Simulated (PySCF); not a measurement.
# B14H14N14 ((5,2) BN nanotube piece): the cost of one run

Computed with PySCF 2.14.0 and routines of our own; the level stands in each step. Atoms count from 0.

## 1. The starting structure

42 atoms, charge 0, multiplicity 1; geometry from: GFN2-xTB.

## 2. Electronic excitations: TDA LC-wPBE/6-31G*

Job settings and geometry (Å):

```
{"job": {"kind": "uv", "basis": "6-31G*", "grid": 1, "kgrid": 0, "vcut": 1.5, "nstates": 5, "ntriplets": 2, "tda": true, "delta": ["ip_vertical"], "pop": false, "xc": "LC-wPBE"}, "charge": 0, "multiplicity": 1}
B      2.424474     0.552051    -0.015736
N      1.817257     1.796670    -0.389927
B      2.283830     1.174587     2.386466
N      1.478654     2.259345     2.000118
B      1.507826     2.186771    -1.741243
N      0.180535     2.561404    -2.025164
B      0.939969     2.283134     0.662628
N     -0.452955     2.445577     0.357844
B     -0.819776     2.260708    -1.024868
N     -2.008717     1.546265    -1.342518
B     -1.396843     2.012144     1.370257
N     -2.252576     0.931822     1.026240
B     -2.337244     0.537812    -0.365739
N     -2.385765    -0.846368    -0.737511
B     -2.509402    -0.073191     2.036176
N     -2.284065    -1.405925     1.652734
B     -2.302019    -1.334604    -2.089744
N     -1.290182    -2.268522    -2.383819
B     -1.828535    -1.682583     0.312043
N     -0.678696    -2.481724    -0.002395
B     -0.264261    -2.467481    -1.384502
N      1.121342    -2.366284    -1.698278
B      0.351419    -2.569636     1.016229
N      1.610729    -1.996140     0.692311
B      1.872323    -1.661271    -0.689730
N      2.627555    -0.492316    -0.990586
B      2.239595    -1.188668     1.717362
N      2.516010     0.162828     1.377912
H      2.659643     1.047837     3.488081
H      1.086096     2.868877     2.699129
H      2.315237     2.161059    -2.596418
H     -0.100540     2.745715    -2.975618
H     -2.202771     1.340466    -2.310713
H     -1.352798     2.426731     2.467263
H     -2.794117     0.212247     3.135703
H     -2.215086    -2.126204     2.353316
H     -3.018214    -0.941810    -2.935806
H     -1.134140    -2.560651    -3.335938
H      1.393565    -2.277073    -2.665813
H      0.113011    -2.953175     2.098864
H      2.733541    -0.220841    -1.956125
H      2.351818    -1.583963     2.814335
```

Level: TDA LC-wPBE/6-31G*, vertical, gas phase, core orbitals frozen in the response, virtual orbitals cut by energy.

Command:

```sh
$ OMP_NUM_THREADS=2 python large_run.py task.json out
```

One launch serves the whole session: the jobs run in the order shown.

Q: Estimate the wall time and peak memory of this first job on 2 threads of Arm Neoverse N1, shared host.

About 3.9 min, with a peak of 1.6 GiB.
